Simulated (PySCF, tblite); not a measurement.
**C₅H₆FO radical: geometry, infrared bands and EPR parameters**

Aim: predict the infrared bands and EPR parameters of C₅H₆FO radical (`O[C@@H]1[C]2CC[C@@]21F`).

The runs use tblite 0.8.0 and PySCF 2.14.0, with density-fitted response routines of our own; the level of theory stands in each step. All values are computed, except where a source is named. Atoms count from 0, in the outputs and in this text.

## Step 1: The molecule as given

13 atoms, charge 0, multiplicity 2; geometry from: force field or distance geometry start.

Bonds of the start (Å): O0–C1 1.44, C1–C2 1.44, C2–C3 1.48, C3–C4 1.53, C4–C5 1.47, C5–F6 1.38, C5–C1 1.50, C5–C2 1.45, O0–H7 0.97, C1–H8 1.10, C3–H9 1.10, C3–H10 1.08, C4–H11 1.09, C4–H12 1.10.

## Step 2: Geometry optimisation with GFN2-xTB

What the job is given:

```
{"job": {"kind": "relax", "xc": "GFN2-xTB", "basis": "xTB"}, "charge": 0, "multiplicity": 2}
O      1.853600     0.420000    -0.922700
C      1.151000    -0.689500    -0.337000
C     -0.252200    -0.935200    -0.526600
C     -1.248100     0.150800    -0.681400
C     -0.836000     0.708700     0.687800
C      0.163900    -0.372800     0.741500
F      0.115000    -1.228000     1.828400
H      2.701100     0.586300    -0.470700
H      1.738500    -1.608200    -0.201600
H     -2.282600    -0.221800    -0.717300
H     -1.065000     0.799900    -1.529500
H     -1.614500     0.664300     1.453400
H     -0.429200     1.726100     0.658000
```

Started as:

```
> OMP_NUM_THREADS=1 python probes_run.py task.json out
```

The driver reads the jobs from task.json and runs them one after another.

Standard output:

```text
step      E/eV     max force
  0    -609.31317    4.079
  1    -609.58895    1.793
  2    -609.68146    1.289
  3    -609.80463    0.557
  4    -609.82863    0.541
  5    -609.85933    0.469
  6    -609.87967    0.447
  7    -609.90262    0.350
  8    -609.91795    0.277
  9    -609.92781    0.271
 10    -609.93357    0.235
 11    -609.93730    0.184
 12    -609.94000    0.139
 13    -609.94282    0.146
 14    -609.94590    0.184
 15    -609.94905    0.174
 16    -609.95205    0.157
 17    -609.95489    0.121
 18    -609.95740    0.138
 19    -609.95931    0.121
 20    -609.96070    0.086
 21    -609.96187    0.094
 22    -609.96305    0.103
 23    -609.96426    0.095
 24    -609.96537    0.075
 25    -609.96622    0.080
 26    -609.96679    0.068
 27    -609.96713    0.065
 28    -609.96735    0.042
 29    -609.96752    0.038
 30    -609.96768    0.038
 31    -609.96786    0.046
 32    -609.96800    0.036
 33    -609.96809    0.027
 34    -609.96816    0.025
 35    -609.96824    0.024
 36    -609.96834    0.028
 37    -609.96843    0.021
 38    -609.96848    0.018
 39    -609.96852    0.015
 40    -609.96855    0.015
 41    -609.96860    0.022
 42    -609.96866    0.020
 43    -609.96871    0.016
 44    -609.96875    0.014
 45    -609.96877    0.012
 46    -609.96879    0.010
```

Run time: 0.16 s. Hardware: 1 thread of Arm Neoverse V2, shared host.

Along the way: (not every step is listed)

```csv
step,energy from step 0 (eV),largest force (eV/Å)
0,0.0000,4.0791
1,-0.2758,1.7932
2,-0.3683,1.2888
3,-0.4915,0.5565
4,-0.5155,0.5406
5,-0.5462,0.4691
6,-0.5665,0.4465
7,-0.5894,0.3504
8,-0.6048,0.2774
11,-0.6241,0.1843
14,-0.6327,0.1835
17,-0.6417,0.1215
20,-0.6475,0.0857
23,-0.6511,0.0950
26,-0.6536,0.0677
29,-0.6544,0.0378
32,-0.6548,0.0360
35,-0.6551,0.0237
38,-0.6553,0.0183
41,-0.6554,0.0221
42,-0.6555,0.0201
43,-0.6555,0.0165
44,-0.6556,0.0137
45,-0.6556,0.0119
46,-0.6556,0.0099
```

Close pairs (by a distance rule), those that changed most:

```
 bond  before (Å)  after (Å)  change (Å)
O0–C1       1.438      1.384      -0.054
C1–C5       1.496      1.548      +0.052
C2–C5       1.448      1.495      +0.047
C4–C5       1.474      1.510      +0.036
C1–C2       1.437      1.472      +0.035
C2–C3       1.482      1.515      +0.034
C5–F6       1.384      1.354      -0.030
C3–C4       1.535      1.552      +0.017
```

The end geometry stands in the next job.

## Step 3: Vibrational analysis with GFN2-xTB

What the job is given:

```
{"job": {"kind": "ir", "xc": "GFN2-xTB", "basis": "xTB"}, "charge": 0, "multiplicity": 2}
O      1.654181     0.453625    -0.915381
C      1.093183    -0.667470    -0.329368
C     -0.318823    -1.033175    -0.531182
C     -1.204841     0.177969    -0.742233
C     -0.826877     0.654594     0.685780
C      0.072759    -0.549638     0.828290
F      0.326236    -1.163890     2.008354
H      2.539122     0.599458    -0.563930
H      1.770557    -1.501546    -0.167540
H     -2.258769    -0.065594    -0.837933
H     -0.892495     0.828417    -1.555558
H     -1.654102     0.656808     1.390446
H     -0.304519     1.610928     0.712528
```

Standard output:

```text
mode    cm-1     km/mol
  1     193.4      2.60
  2     209.6      7.13
  3     243.7     55.98
  4     257.3    126.10
  5     347.5     10.90
  6     477.5      2.21
  7     538.4      9.10
  8     589.9     13.56
  9     715.5     14.82
 10     800.9      8.88
 11     867.4      4.28
 12     921.2     25.09
 13     949.6     21.46
 14     991.2      8.59
 15    1060.0     40.32
 16    1061.9     17.28
 17    1110.6     26.54
 18    1131.7     14.49
 19    1145.5     31.34
 20    1180.0    227.39
 21    1185.1      3.91
 22    1229.0      1.79
 23    1276.9     61.33
 24    1287.6     66.15
 25    1424.7     21.17
 26    1433.3     18.83
 27    1459.1     34.28
 28    2978.1     12.91
 29    3006.3     29.51
 30    3018.6     14.10
 31    3028.6     18.31
 32    3037.0     30.10
 33    3536.3     21.91
```

Run time: 0.22 s. Hardware: 1 thread of Arm Neoverse V2, shared host.

The strongest bands and the atoms that carry them (share of the mass-weighted mode):

| cm⁻¹ | km/mol | atoms |
| --- | --- | --- |
| 244 | 56.0 | H7 44 %, F6 22 %, O0 12 % |
| 257 | 126.1 | H7 52 %, O0 26 % |
| 1060 | 40.3 | C2 20 %, C1 14 %, H9 13 %, H10 12 % |
| 1146 | 31.3 | C5 26 %, H10 14 %, C1 14 % |
| 1180 | 227.4 | H7 59 %, O0 13 %, C1 10 % |
| 1277 | 61.3 | H8 45 %, C5 24 %, C2 11 % |
| 1288 | 66.2 | C5 32 %, H8 27 % |
| 1459 | 34.3 | H9 21 %, H10 20 %, H11 11 %, C5 11 % |

## Step 4: EPR parameters: B3LYP/pcH-1

Settings changed since step 3:

```diff
@@ -1,2 +1,2 @@
-{"job": {"kind": "ir", "xc": "GFN2-xTB", "basis": "xTB"}, "charge": 0, "multiplicity": 2}
+{"job": {"kind": "epr", "basis": "pcH-1"}, "charge": 0, "multiplicity": 2}
 O      1.654181     0.453625    -0.915381
```

Method: UKS B3LYP, pcH-1 on C F H O, non-relativistic, mean-field spin-orbit, GIAO.

Standard output:

```text
UKS, coarse grid
  cycle   1  E = -368.95756254  |g| = 5.66e-01
  cycle   2  E = -368.81061081  |g| = 8.77e-01
  cycle   3  E = -369.06935673  |g| = 7.51e-02
  cycle   4  E = -369.07146681  |g| = 3.94e-02
  cycle   5  E = -369.07222908  |g| = 9.69e-03
  cycle   6  E = -369.07228297  |g| = 5.00e-03
  cycle   7  E = -369.07230157  |g| = 2.40e-03
  cycle   8  E = -369.07230645  |g| = 8.86e-04
UKS, final grid
  cycle   1  E = -369.07227837  |g| = 1.26e-03
  cycle   2  E = -369.07227746  |g| = 1.91e-03
  cycle   3  E = -369.07227914  |g| = 1.51e-04
  cycle   4  E = -369.07227915  |g| = 5.57e-05
  cycle   5  E = -369.07227916  |g| = 3.03e-05
  cycle   6  E = -369.07227916  |g| = 6.91e-06
E = -369.07227916 Eh   <S^2> = 0.7534 (exact 0.7500)
g shifts (ppm)      1          2          3
  rmc          -173       -173       -173
  gc             23         17         12
  oz_so          24       1427       2314
  total        -126       1271       2153
hyperfine (MHz)  atom isotope    a_iso     a_fc   dipolar eigenvalues
    0   17O      -2.47      -2.47     -6.58      2.63      3.96
    1   13C      -7.28      -7.28     -7.86     -3.44     11.30
    2   13C     339.48     339.48    -61.47    -60.74    122.21
    3   13C      -4.76      -4.76     -6.53     -3.83     10.37
    4   13C      22.66      22.66     -5.17     -3.33      8.50
    5   13C       5.89       5.89    -17.83    -16.33     34.17
    6   19F      90.70      90.70    -71.51    -53.33    124.84
    7    1H       2.45       2.45     -2.36     -1.97      4.33
    8    1H      51.95      51.95     -5.87     -4.26     10.13
    9    1H      39.22      39.22     -5.46     -5.07     10.53
   10    1H      -0.03      -0.03     -5.13     -2.54      7.67
   11    1H      -3.15      -3.15     -3.27     -1.88      5.15
   12    1H      44.46      44.46     -3.17     -1.31      4.48
```

Run time: 36 s. Hardware: 1 thread of Arm Neoverse V2, shared host; peak memory 0.96 GiB.

Principal g values 2.00219, 2.00359, 2.00447; g(iso) = 2.00342, against 2.00232 for a free electron.

Hyperfine couplings, nucleus by nucleus at this fixed geometry (no averaging over rotations):

| nuclei | isotope | a(iso) (MHz) | a(iso) (G, at g = 2.0023) | largest dipolar term (MHz) |
| --- | --- | --- | --- | --- |
| C2 | 13C | 339.5 | 121.1 | 122.2 |
| F6 | 19F | 90.7 | 32.4 | 124.8 |
| H8 | 1H | 51.9 | 18.5 | 10.1 |
| H12 | 1H | 44.5 | 15.9 | 4.5 |
| H9 | 1H | 39.2 | 14.0 | 10.5 |
| C4 | 13C | 22.7 | 8.1 | 8.5 |
| C1 | 13C | -7.3 | -2.6 | 11.3 |
| C5 | 13C | 5.9 | 2.1 | 34.2 |
| C3 | 13C | -4.8 | -1.7 | 10.4 |
| H11 | 1H | -3.1 | -1.1 | 5.2 |
| O0 | 17O | -2.5 | -0.9 | -6.6 |
| H7 | 1H | 2.5 | 0.9 | 4.3 |
| H10 | 1H | 0.0 | 0.0 | 7.7 |

Mulliken spin populations:

O0 0.01; C1 0.01; C2 0.77; C3 -0.01; C4 0.03; C5 0.12; F6 0.02; H7 0.00; H8 0.02; H9 0.01; H10 0.00; H11 0.00; H12 0.02

In first order the couplings over 0.8 MHz of 19F, 1H give 64 distinct lines over 82.8 G.

The fields below are evaluated on a grid from the run's orbitals.

ELF in a plane through or near 5 of the atoms.

Ten even steps from ' ' (0.00) to '@' (1.00):
```
                                                        
                                                        
                                                        
                    ..--====--::                        
                  ::++####%%##++::                      
                  --##%%====%%==..                      
                  ..--**####**..    ..++++::            
          ..::--::....====..::**==::++%%##==..          
          --++####****%%**++::##++--++++==..            
            ::++##++--**##--::--==**==..                
              ::--------==....==##%%**==--..            
            ..--++####--..  ::==::..==####++::          
            ::**####**::    --%%@@##**++==--..          
            ::**####**::    **@@@@@@%%::                
              --==++--      **@@@@@@%%::                
                            ::##%%##==                  
                                ..                      
                                                        
                                                        
                                                        
```
The map spans 9.9 Å across and 9.8 Å up, centred on the molecule. Atoms in the plane (x, y in Å): C1 (-1.3, -0.1), C3 (1.1, -0.7), C5 (-0.1, 1.0), F6 (-0.4, 2.3), H10 (0.9, -1.7).

log10 of the density (e/Å³) in the same plane.

Ten even steps from ' ' (-4.0) to '@' (1.6):
```
                                                        
                        ....                            
                  ..::--------::..                      
                ::--==++++++++==--..                    
              ..--==++######**++==::::....              
            ..::--++**%%@@@@##**++------::::..          
          ..::----++**##%%%%##**++======----::..        
      ....----====++++**##%%##****++++++==----..        
      ..::--==++++****####@@%%##******++++==--....      
      ..::====****##########****##****++++==--::..      
      ..::====++**##%%##******########**++==--::..      
      ..::====****####****++**####%%##**++==--::..      
      ..::====****####**++++**######****++==--::..      
        ..--==++++**++++====++**##****++==--::..        
          ::--==========--====++**++++==--::::..        
            ..::::::::::::::--======--::::..            
                          ..::::::::::....              
                                                        
                                                        
                                                        
```
The map spans 9.9 Å across and 9.8 Å up, centred on the molecule. Atoms in the plane (x, y in Å): C1 (-1.3, -0.1), C3 (1.1, -0.7), C5 (-0.1, 1.0), F6 (-0.4, 2.3), H10 (0.9, -1.7).

On the surface of density 0.002 e/bohr³ the electrostatic potential runs, from the 1st to the 99th percentile, from -1.19 V near O0 to 2.49 V near H7.

The spin density lies nearest to C2 66 %; C5 12 %.

## Step 5: Outcome

| quantity | value |
| --- | --- |
| strongest single infrared mode (GFN2-xTB) | 1180 cm⁻¹, 227 km/mol |
| zero-point energy (GFN2-xTB) | 61.0 kcal/mol |
| g(iso) (B3LYP) | 2.00342 |
| ⟨S²⟩ | 0.753 (exact 0.75) |
| largest a(iso) | 13C on C2, 339.5 MHz |
| potential on the surface of density 0.002 e/bohr³, 1st and 99th percentile | -1.19 V and 2.49 V |

**Reading.** Over 46 steps the energy fell by 0.656 eV; of the close pairs, O0–C1 changed most, 1.438 to 1.384 Å. All 33 modes are real, so the xTB geometry is a minimum. The strongest single mode, at 1180 cm⁻¹, moves mainly H7. GFN2-xTB is a fitted tight-binding method: band positions and strengths are rough. Its intensities can rank the bands wrongly. C2 carries the largest spin population, 0.77 e. The isotropic g lies 1.1 ppt above the free-electron value. These values are for one conformer; the search (at its own cheap level) found 1 more, at 1.11 kcal/mol, and measured spectra average over such forms.
